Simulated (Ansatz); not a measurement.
# W: the cost of one run

Program: Ansatz 0.2.0. Level of theory: DFT PBEsol, scalar-relativistic, plane waves, PAW. These are calculated values, not measurements.

The COD cell was measured well above room temperature, so it is larger than a cold one.

## Step 1: The system as given

It takes space group Im-3m (No. 229, cubic). The conventional cell has a = 3.195 Å, b = 3.195 Å, c = 3.195 Å, α = 90.00°, β = 90.00°, γ = 90.00°. Around W (site symmetry m-3m) lie 8 W at 2.77 Å.

Structure file:

```
W
1.0
    -1.59730    1.59730    1.59730
     1.59730   -1.59730    1.59730
     1.59730    1.59730   -1.59730
W
1
Direct
  0.00000 0.00000 0.00000
```

No relaxation comes first: the listed cell is the starting point.

## Step 2: The reference cell

The reference gives a free energy of -10256.5492 eV, pressure -11.46 GPa, largest force 0.000 eV/Å and gap on the mesh none (metal). It was computed beforehand with the settings of the runs below.

## Step 3: The scan: energy and stress against strain

The cell is strained by ε times the Voigt pattern (1, -1, 0, 0, 0, 0) (xx, yy, zz, yz, xz, xy; engineering shear), with fractional coordinates fixed (clamped ions). The stress on the pattern is the sum of the stress components weighted by it, tension positive.

## Step 4: ε = -0.1000

input.yaml reads:

```yaml
crystal:
  lattice:
    - [-1.43757, 1.75703, 1.5973]
    - [1.43757, -1.75703, 1.5973]
    - [1.43757, 1.75703, -1.5973]
  atoms:
    - { symbol: W, position: [0.0, 0.0, 0.0] }
basis:
  ecutwfc: 420
kpoints:
  mp_grid: { grid: [20, 20, 20] }
hamiltonian:
  xc: pbesol
scf:
  occupations: { method: gaussian, width: 0.15 }
output:
  forces: true
  stress: true
  eigenvalues: true
```

Run with:

```bash
> ansatz run input.yaml --threads 1 --pin off --max-ram 2560MiB --backend cpu --events-out ev --progress --plain --runs-dir out
```

Q: Estimate wall time and peak memory on 1 thread of AMD EPYC 7R43 (Zen 3), shared host.

About 9.8 s, with a peak of 0.54 GiB.
